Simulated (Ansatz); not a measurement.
ClGeH4NSi, SMILES [Cl][GeH]1[NH][SiH2]1: vertical energies of changing the electron count, run with the Python package of Ansatz (0.2.0).

`ip.py`:
```python
import ansatz as az
from ase import Atoms


def single_point(molecule, charge=0, unpaired=0):
    calc = molecule.calculation().basis(gaussian="cc-pVDZ").functional("PBE0")
    if charge:
        calc = calc.charge(charge)
    if unpaired:
        calc = calc.spin("collinear", total=unpaired)
    return calc.run().report["free_energy_ev"]

atoms = Atoms(["Cl", "Ge", "N", "Si", "H", "H", "H", "H"], positions=[
    (-2.0368, -1.7308, 0.5574),
    (-0.4992, -0.3004, 1.0307),
    (-0.3767, 0.9995, -0.336),
    (1.1597, -0.001, -0.6286),
    (-0.4103, 0.38, 2.402),
    (-1.0464, 0.7667, -1.0559),
    (2.3495, 0.6642, -0.1994),
    (0.9525, -0.8354, -1.8261),
])
system = az.Crystal.molecule_from_ase(atoms)

parent = single_point(system, 0, 0)
cation = single_point(system, 1, 1)
print(f"E(N)   = {parent:.5f} eV")
print(f"E(N-1) = {cation:.5f} eV  (1 unpaired)")
print(f"vertical ionisation energy {cation - parent:.3f} eV")
```

What does it cost to change the electron count at this fixed geometry?

At this unrelaxed geometry removing an electron costs 8.06 eV.

The run itself:

```console
$ python ip.py
E(N)   = -78456.63322 eV
E(N-1) = -78448.57358 eV  (1 unpaired)
vertical ionisation energy 8.060 eV
```

Total energies depend on the basis set; only differences at equal settings carry meaning. The geometry is a force-field or estimated start, not a minimum of this method, and the basis set is short of its limit. All parts are taken at fixed geometry, without zero-point energy. At an unrelaxed start these energies can be a whole eV from those at the minimum, and a small affinity can change sign. The whole script took 15 s on 1 thread of Arm Neoverse V2 (shared host), peak memory 0.4 GiB.
